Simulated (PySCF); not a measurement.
# C2H7AlFN: the cost of one run

Programs: PySCF 2.14.0, with density-fitted response routines of our own. Each step states its level of theory. These are calculated values for one molecule in the gas phase, unless marked as measured. Atoms are numbered from 0 throughout.

## (1) The molecule as given

12 atoms, charge 0, multiplicity 1; geometry from: PBE0-D3(BJ)/def2-SVP.

Bonds of the start (Å): C0–N1 1.44, N1–C2 1.44, N1–Al3 1.77, Al3–F4 1.67, C0–H5 1.11, C0–H6 1.10, C0–H7 1.11, C2–H8 1.11, C2–H9 1.11, C2–H10 1.10, Al3–H11 1.57.

## (2) TDDFT and polarisability: LDA/def2-SVPD

The job: settings as JSON, then the geometry in Å.

```
{"job": {"kind": "uv", "xc": "LDA", "basis": "def2-SVPD", "ip": true}, "charge": 0, "multiplicity": 1}
C     -0.882022    -1.104792    -0.048838
N      0.062389    -0.017348     0.001573
C     -0.553218     1.286493    -0.049372
Al     1.811453    -0.274670     0.122188
F      2.775978     1.084903     0.162017
H     -1.481100    -1.089791    -0.980757
H     -0.366253    -2.077829    -0.004899
H     -1.598297    -1.071849     0.795920
H     -1.140920     1.428091    -0.977740
H     -1.246272     1.448364     0.799778
H      0.209961     2.078473    -0.012755
H      2.445508    -1.713031     0.186678
```

With the program's defaults for keys left out, this is: TDDFT LDA/def2-SVPD, vertical, gas phase, core orbitals frozen in the response.

The run is started by

```bash
OMP_NUM_THREADS=1 python probes_run.py task.json out
```

One launch serves the whole session: the jobs run in the order shown.

**Question.** How long does this first job take on 1 thread of Arm Neoverse V1, shared host, and how much memory does it need?

About 38 s, with a peak of 0.46 GiB.
